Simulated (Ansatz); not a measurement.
# Sr: response to strain

Aim: deform Sr (equal xx and yy strain of +1 %) and compute stress, forces and field gradients with LAPW, PAW and all-electron datasets made for the crystal.

Method: DFT LDA, scalar-relativistic, in Ansatz 0.2.0.

**1. The starting structure**

It takes space group Fm-3m (No. 225, cubic). Conventional cell: a = 6.085 Å, b = 6.085 Å, c = 6.085 Å, α = 90.00°, β = 90.00°, γ = 90.00°. Sr (site symmetry m-3m) has 12 Sr at 4.30 Å as nearest neighbours.

Structure file:

```
Sr
1.0
     0.00000    3.04235    3.04235
     3.04235    0.00000    3.04235
     3.04235    3.04235    0.00000
Sr
1
Cartesian
  0.0000 0.0000 0.0000
```

**2. The deformed structure**

Space group Fm-3m before, I4/mmm after.

**3. Full-potential LAPW**

File input.yaml:

```yaml
crystal:
  lattice:
    - [0.0, 3.0727735, 3.04235]
    - [3.0727735, 0.0, 3.04235]
    - [3.0727735, 3.0727735, 0.0]
  atoms:
    - { symbol: Sr, position: [0.0, 0.0, 0.0] }
kpoints:
  mp_grid: { grid: [10, 10, 10] }
  band_path:
    path:
      - [0.0, 0.0, 0.0]
      - [0.0, 0.5, 0.5]
      - [0.25, 0.75, 0.5]
      - [0.0, 0.5, 0.0]
      - [0.0, 0.0, 0.0]
      - [0.5, 0.5, 0.0]
      - [0.3775125, 0.6224875, 0.0]
      - [-0.3775125, 0.3775125, 0.0]
      - [0.0, 0.0, 0.0]
    npoints: 5
scf:
  occupations: { method: fermi_dirac, width: 0.08 }
hamiltonian:
  xc: lda
  pseudopotentials: { kind: all_electron, lapw: { basis_error: 0.0005 } }
output:
  forces: true
  stress: true
  eigenvalues: true
```

The run is started by

```sh
> ansatz run input.yaml --threads 1 --pin off --max-ram 3072MiB --backend cpu --events-out ev --progress --plain --runs-dir out
```

**4. PAW on the default files**

File input.yaml:

```yaml
crystal:
  lattice:
    - [0.0, 3.0727735, 3.04235]
    - [3.0727735, 0.0, 3.04235]
    - [3.0727735, 3.0727735, 0.0]
  atoms:
    - { symbol: Sr, position: [0.0, 0.0, 0.0] }
kpoints:
  mp_grid: { grid: [10, 10, 10] }
scf:
  occupations: { method: fermi_dirac, width: 0.08 }
hamiltonian:
  xc: lda
  pseudopotentials: { kind: paw }
output:
  forces: true
  stress: true
  eigenvalues: true
  efg: { contact_densities: true }
```

**5. All-electron PAW on datasets made for the crystal**

input.yaml, as its differences from that of step 4:

```diff
@@ -13,3 +13,3 @@
   xc: lda
-  pseudopotentials: { kind: paw }
+  pseudopotentials: { kind: all_electron, datasets: crystal }
 output:
```

(Steps that only read results are left out.)

**Question.** What will these runs give? Wanted: pressure; largest shear or deviatoric stress.

**Answer**, as computed:

| quantity | value |
| --- | --- |
| pressure | LAPW -1.71, PAW -1.71, crystal datasets -1.71 GPa |
| largest shear or deviatoric stress (LAPW) | 0.03 GPa |

In words: The largest part of the stress beyond the pressure is 0.03 GPa in size, in the zz component. No run of the undeformed cell stands beside it, so the pressure holds what the given cell had before the change. PAW: stress within 0.01 GPa of LAPW. Crystal datasets: stress within 0.01 GPa of LAPW.
